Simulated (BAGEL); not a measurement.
**CH4AlNO (SMILES C1[NH][AlH][O]1): HF/def2-SVPD (density fitting with qzvpp-jkfit)**

Aim: the vertical singlet–triplet gap of CH4AlNO at HF/def2-SVPD (density fitting with qzvpp-jkfit), from 2 runs. 

Program for the calculation: BAGEL 1.2.2.

### 1 The structure to begin with

CH4AlNO: 8 atoms, total charge 0, spin state singlet. As SMILES, `C1[NH][AlH][O]1`. The coordinates come from a PBE0-D4/def2-TZVP relaxation.

Bond lengths: C1–N2 1.466 Å, N2–Al3 1.758 Å, C1–O4 1.423 Å, Al3–O4 1.732 Å, C1–H5 1.099 Å, C1–H6 1.099 Å, N2–H7 1.002 Å, Al3–H8 1.569 Å. Some angles: C1–N2–Al3 87.4°, N2–C1–O4 102.5°, N2–Al3–O4 80.4°, C1–O4–Al3 89.8°, C1–N2–H7 120.2°, Al3–N2–H7 152.4°, N2–C1–H5 112.7°, N2–C1–H6 112.7°, O4–C1–H5 109.9°, O4–C1–H6 109.9°.

### 2 A single-point energy at HF/def2-SVPD (density fitting with qzvpp-jkfit)

Contents of job.json:

```json
{ "bagel": [

{
  "title": "molecule",
  "basis": "def2-svpd.json",
  "df_basis": "qzvpp-jkfit",
  "angstrom": true,
  "geometry": [
    { "atom": "C", "xyz": [   -0.254000,    0.762000,   -0.440000 ] },
    { "atom": "N", "xyz": [    0.576900,    0.253100,    0.654700 ] },
    { "atom": "Al", "xyz": [    0.036100,   -1.359500,    0.209100 ] },
    { "atom": "O", "xyz": [   -0.820500,   -0.429100,   -0.975000 ] },
    { "atom": "H", "xyz": [    0.332400,    1.276900,   -1.213500 ] },
    { "atom": "H", "xyz": [   -1.052500,    1.431000,   -0.090700 ] },
    { "atom": "H", "xyz": [    1.107700,    0.887000,    1.221500 ] },
    { "atom": "H", "xyz": [    0.166000,   -2.878600,    0.578000 ] }
  ]
},
{ "title": "hf" },
{ "title": "print", "file": "orbitals.molden", "orbitals": true }

]}
```

The basis set def2-SVPD is read from a file made from the Basis Set Exchange's data (not shown).

On the command line:

```console
$ BAGEL_NUM_THREADS=1 BAGEL job.json > job.out
```

Log:

```text
* using 1 threads per process

  ===============================================================
  ===============================================================

  *** Geometry ***

  { "atom" : "C", "xyz" : [     -0.479990,      1.439971,     -0.831479 ] },
  { "atom" : "N", "xyz" : [      1.090183,      0.478290,      1.237204 ] },
  { "atom" : "Al", "xyz" : [      0.068219,     -2.569083,      0.395142 ] },
  { "atom" : "O", "xyz" : [     -1.550520,     -0.810881,     -1.842483 ] },
  { "atom" : "H", "xyz" : [      0.628145,      2.412991,     -2.293183 ] },
  { "atom" : "H", "xyz" : [     -1.988937,      2.704198,     -0.171398 ] },
  { "atom" : "H", "xyz" : [      2.093250,      1.676187,      2.308300 ] },
  { "atom" : "H", "xyz" : [      0.313695,     -5.439766,      1.092262 ] },

  Number of auxiliary basis functions:      429

  Since a DF basis is specified, we compute 2- and 3-index integrals:
    o Being stored without compression. Storage requirement is 0.049 GB

  Number of basis functions:      119
  Number of electrons      :       38

    * METHOD: MOLECULE                             0.36

  *** RHF ***

  === Nuclear Repulsion ===
   159.5581368201

      * DIIS with orbital gradients will be used.

  === RHF iteration (def2-svpd.json) ===
      0       -410.95386288          0.02000194           0.11
      1       -411.13289086          0.01565439           0.11
      2       -411.26294361          0.00168636           0.11
      3       -411.26497051          0.00075150           0.11
      4       -411.26531865          0.00013947           0.11
      5       -411.26533821          0.00003212           0.11
      6       -411.26533992          0.00001011           0.11
      7       -411.26534009          0.00000357           0.11
      8       -411.26534011          0.00000126           0.11
      9       -411.26534011          0.00000044           0.11
     10       -411.26534011          0.00000019           0.11
     11       -411.26534011          0.00000008           0.11
     12       -411.26534011          0.00000003           0.11
     13       -411.26534011          0.00000001           0.11
     14       -411.26534011          0.00000000           0.11
    * SCF iteration converged.

    * Permanent dipole moment:
           (   -0.532403,     0.096526,    -0.669184) a.u.

    * METHOD: HF                                   1.94

    * METHOD: PRINT                                0.06

  ===============================================================
```

It took 2.6 s on 1 thread of Arm Neoverse N1, shared host; peak memory 0.14 GiB.

### 3 The triplet, same level

Contents of input.json:

```json
{ "bagel": [

{
  "title": "molecule",
  "basis": "def2-svpd.json",
  "df_basis": "qzvpp-jkfit",
  "angstrom": "true",
  "geometry": [
    { "atom": "C", "xyz": [      -0.254000,       0.762000,      -0.440000 ] },
    { "atom": "N", "xyz": [       0.576900,       0.253100,       0.654700 ] },
    { "atom": "Al", "xyz": [       0.036100,      -1.359500,       0.209100 ] },
    { "atom": "O", "xyz": [      -0.820500,      -0.429100,      -0.975000 ] },
    { "atom": "H", "xyz": [       0.332400,       1.276900,      -1.213500 ] },
    { "atom": "H", "xyz": [      -1.052500,       1.431000,      -0.090700 ] },
    { "atom": "H", "xyz": [       1.107700,       0.887000,       1.221500 ] },
    { "atom": "H", "xyz": [       0.166000,      -2.878600,       0.578000 ] }
  ]
},

{
  "title": "uhf",
  "nopen": 2
},

{
  "title": "print",
  "file": "orbitals.molden",
  "orbitals": "true"
}

]}
```

The basis set def2-SVPD is read from a file made from the Basis Set Exchange's data (not shown).

On the command line:

```console
$ BAGEL_NUM_THREADS=1 BAGEL input.json > input.out
```

Log:

```text
* using 1 threads per process

  ===============================================================
  ===============================================================

  *** Geometry ***

  { "atom" : "C", "xyz" : [     -0.479990,      1.439971,     -0.831479 ] },
  { "atom" : "N", "xyz" : [      1.090183,      0.478290,      1.237204 ] },
  { "atom" : "Al", "xyz" : [      0.068219,     -2.569083,      0.395142 ] },
  { "atom" : "O", "xyz" : [     -1.550520,     -0.810881,     -1.842483 ] },
  { "atom" : "H", "xyz" : [      0.628145,      2.412991,     -2.293183 ] },
  { "atom" : "H", "xyz" : [     -1.988937,      2.704198,     -0.171398 ] },
  { "atom" : "H", "xyz" : [      2.093250,      1.676187,      2.308300 ] },
  { "atom" : "H", "xyz" : [      0.313695,     -5.439766,      1.092262 ] },

  Number of auxiliary basis functions:      429

  Since a DF basis is specified, we compute 2- and 3-index integrals:
    o Being stored without compression. Storage requirement is 0.049 GB

  Number of basis functions:      119
  Number of electrons      :       38

    * METHOD: MOLECULE                             0.35

  *** Open-shell HF ***

  === Nuclear Repulsion ===
   159.5581368201

      * DIIS with orbital gradients will be used.

  === UHF iteration (def2-svpd.json) ===
      0       -410.74227726          0.03564911           0.22
      1       -410.90935372          0.03096976           0.22
      2       -410.99381083          0.02051968           0.22
      3       -411.07214345          0.00317471           0.22
      4       -411.08265039          0.00194585           0.22
      5       -411.08795539          0.00102726           0.22
      6       -411.08990877          0.00054055           0.22
      7       -411.09089572          0.00043122           0.23
      8       -411.09162201          0.00031580           0.22
      9       -411.09234976          0.00018416           0.22
[... 44 lines of this table left out ...]
     54       -411.09256067          0.00000002           0.22
     55       -411.09256067          0.00000001           0.23
     56       -411.09256067          0.00000001           0.23
     57       -411.09256067          0.00000001           0.22
    * SCF iteration converged.

    * S^2 (UHF) is 2.0131

    * Permanent dipole moment:
           (    0.011404,    -1.603129,     0.236228) a.u.

    * METHOD: UHF                                 13.28

    * METHOD: PRINT                                0.06

  ===============================================================
```

It took 14 s on 1 thread of Arm Neoverse N1, shared host; peak memory 0.14 GiB.

### 4 What came out

At HF/def2-SVPD (density fitting with qzvpp-jkfit):

```
                                        quantity          value
                           singlet: total energy  -411.26534 Eh
                          singlet: dipole moment         2.19 D
                            singlet: HOMO energy      -10.15 eV
                            singlet: LUMO energy        1.55 eV
                          singlet: HOMO–LUMO gap       11.71 eV
                           triplet: total energy  -411.09256 Eh
                          triplet: dipole moment         4.12 D
                                   triplet: ⟨S²⟩          2.013
vertical energy of the triplet above the singlet       4.702 eV
```

**Reading.** At this shape the triplet lies 4.70 eV (454 kJ/mol) above the singlet.
